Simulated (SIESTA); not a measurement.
# Al3Cu under changes of volume

One of the cells (14.210 Å³/atom); the others are scaled copies at fixed shape and fractional positions:

```xyz
4
Lattice="2.7598 0.0000 0.0000 0.0000 2.7598 0.0000 0.0000 0.0000 7.4630" Properties=species:S:1:pos:R:3 pbc="T T T"
Cu    0.0000    0.0000    0.0000
Al    1.3799    1.3799    5.7755
Al    1.3799    1.3799    1.6875
Al    0.0000    0.0000    3.7315
```

The cell comes from a database or a generator and needn't be the stable form of this composition.

| Item | Value |
| --- | --- |
| Program | SIESTA 5.4.2 |
| Functional | PBEsol |
| Potentials or basis | PseudoDojo 0.4 standard (PBEsol files) |
| Basis | DZP (energy shift 0.003 Ry; two zetas on semicore shells) |
| Grid cutoff | 800 Ry |
| Energy shift | 0.003 Ry |
| k mesh | 10 × 10 × 4 |
| Occupations | fermi-dirac, width 0.05 eV |
| Spin | no spin polarisation |

```tsv
volume (Å³/atom)	energy over the lowest point (meV/atom)	pressure (GPa)	largest force (eV/Å)
13.630	26.62	9.2	0.115
13.920	12.73	6.2	0.141
14.210	4.01	3.5	0.162
14.790	0.00	-1.1	0.204
15.080	?	?	?
```

Problem. What does the run at 15.080 Å³/atom give?

Solution. Energy over the lowest point 3.75 meV/atom; pressure -3.0 GPa; largest force 0.223 eV/Å.

Worked out: A Birch-Murnaghan fit of order 2 (a polynomial in V^(-2/3)) to the other rows has its minimum at 14.64 Å³/atom with B0 = V·E''(V) = 112 GPa at fixed shape and positions, which overstates the stiffness. It gives 3.91 meV/atom at 15.080 Å³/atom, against the run's 3.75, and -dE/dV = -3.1 GPa, against -3.0.

Energies are extrapolated to zero smearing.

Caveats: short orbitals over semicore shells can move pressures by several GPa; the basis of atomic orbitals isn't converged, which shifts pressures, moduli and gaps.
